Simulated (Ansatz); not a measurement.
What does this script print? It uses Ansatz 0.2.0 through its Python package.

The script, `edit_knaicl.py`:
```python
"""Keys set on an Input object, for KNaICl."""

import logging
import sys
import warnings

import ansatz

logging.basicConfig(stream=sys.stdout, format="%(levelname)s:%(name)s:%(message)s")
log = logging.getLogger("run")
log.setLevel(logging.INFO)

config = {
    "vdw": "d3bjatm",
    "kgrid": (5, 5, 4),
    "occupations": "fixed",
    "mixing_beta": 0.6,
}

warnings.simplefilter("ignore", ansatz.DeckWarning)

lattice = ansatz.Lattice.of(
    [4.5104, 0.0, 0.0],
    [0.0, 4.5104, 0.0],
    [0.0, 0.0, 6.819064],
)
sites = [
    ("K", [0.5, 0.5, 0.5]),
    ("Na", [0.0, 0.0, 0.0]),
    ("I", [0.5, 0.5, 0.0]),
    ("Cl", [0.0, 0.0, 0.5]),
]
cell = ansatz.Crystal(lattice=lattice)
for symbol, position in sites:
    cell = cell.atom(symbol, position)

base = (
    cell.calculation()
    .functional(ansatz.Functional.PBESOL, dispersion=config["vdw"])
    .basis(12 * ansatz.Ha, xc_grid=2)
    .accuracy("medium")
    .kpoints(*config["kgrid"], center="gamma")
    .occupations(config["occupations"])
    .mixing("anderson", ndim=8, beta=config["mixing_beta"])
    .band_table()
)
typed = base.input()
rows = []
for value in [0.1, 0.3, 0.6]:
    edited = typed.set(ansatz.key.scf.mixing.beta, value)
    data = ansatz.Session.from_dict(edited).plan().execute().report
    rows.append((value, data["free_energy_ev"], data["n_iterations"], len(data["eigenvalues_ev"][0]) if "eigenvalues_ev" in data else 0))
log.info("          beta            F eV      iterations    bands listed")
for row in rows:
    log.info(f"{str(row[0]):>14s}  {row[1]:14.5f}  {row[2]:14d}  {row[3]:14d}")
```

Running `python edit_knaicl.py` prints:
```text
INFO:run:          beta            F eV      iterations    bands listed
INFO:run:           0.1    -11491.97192               9              25
INFO:run:           0.3    -11491.97192               8              25
INFO:run:           0.6    -11491.97192               6              25
```

What to keep in mind:
- The settings weren't tested for convergence.
- The cutoff lies under the one recommended for these potentials.
- This cell is a computed structure, which may not be the phase found in nature.
- The script silences the warnings on its input, which a real study should read.
- Wall time of the script: 9 s on 1 thread of Arm Neoverse V2 (shared host), peak memory 0.42 GiB.
